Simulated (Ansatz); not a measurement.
What does this script print? It uses the Ansatz DFT code, driven from Python.

Input file `ba_ba.xyz`:
```text
1
Lattice="-2.5065 2.5065 2.5065 2.5065 -2.5065 2.5065 2.5065 2.5065 -2.5065" Properties=species:S:1:pos:R:3 pbc="T T T"
Ba    0.00000000    0.00000000    0.00000000
```

Script `ba.py`:
```python
from collections import Counter
import warnings

import ansatz as az


def counts(outcome):
    return Counter(site.symbol for site in outcome.lattice.sites)

UNPAIRED = {'Ba': 0}  # unpaired electrons of the free atoms


def compute(name, crystal):
    calc = (
        crystal.calculation()
        .functional('r2SCAN')
        .scf(tolerance=1e-09)
        .basis(550)
        .kpoints(spacing=0.15)
        .occupations('fermi_dirac', width=0.02)
    )
    if name.endswith(' atom'):
        calc = calc.kpoints(1, 1, 1).occupations('fermi_dirac', width=0.01)
        if UNPAIRED[name.split()[0]]:
            calc = calc.spin('collinear')
        return calc.run()
    calc = calc.relax(force_tolerance=0.02, max_steps=60, cell=True)
    return calc.run()


def main() -> None:
    warnings.simplefilter('ignore', az.DeckWarning)

    phases = {}
    ba = az.Crystal.from_extxyz('ba_ba.xyz')
    phases['Ba'] = ba
    for element, moment in UNPAIRED.items():
        phases[f'{element} atom'] = az.Lattice.orthorhombic(9.0, 9.5, 10.0).atom(element, (0.5, 0.5, 0.5), moment=moment or None)

    done = {name: compute(name, crystal) for name, crystal in phases.items()}

    for element in UNPAIRED:
        atom = done[f'{element} atom'].report
        print(f'{element} atom: {atom["energy_sigma0_ev"]:.4f} eV, moment {atom["magnetization_mub"]:.2f} muB')
    solid = done['Ba']
    n = counts(solid)
    binding = (sum(k * done[f'{e} atom'].report['energy_sigma0_ev'] for e, k in n.items()) - solid.report['energy_sigma0_ev']) / sum(n.values())
    print(f'cohesive energy {binding:.3f} eV/atom = {96.4853 * binding:.0f} kJ/mol of atoms (no zero-point energy)')


if __name__ == '__main__':
    main()
```

```console
$ python ba.py
Ba atom: -5962.6335 eV, moment 0.00 muB
cohesive energy 1.826 eV/atom = 176 kJ/mol of atoms (no zero-point energy)
```

Caveats:
- Absolute energies stand on the zero of these potentials, so only differences at equal settings mean something.
- Other magnetic orders than the one started from may lie lower.
- For the metals among these phases the mesh is modest: differences between phases can be off by up to 40 meV an atom.
- The program warned that this SCF threshold is loose for forces or stresses.
- Of the deposited cell: the entry's cell lengths or inner coordinates differ somewhat from later room-temperature determinations.
- r2SCAN tends to overestimate the moments of itinerant magnets.
- The cells come from databases of deposited and of computed structures, and not all need be stable phases.
- Free atoms in a box carry small image and symmetry errors, and spin-orbit coupling is left out.
- The script silences the warnings on its input, which a real study should read.
- The whole script took 59 s on 1 thread of Arm Neoverse V1, on a shared host, peak memory 1.9 GiB.
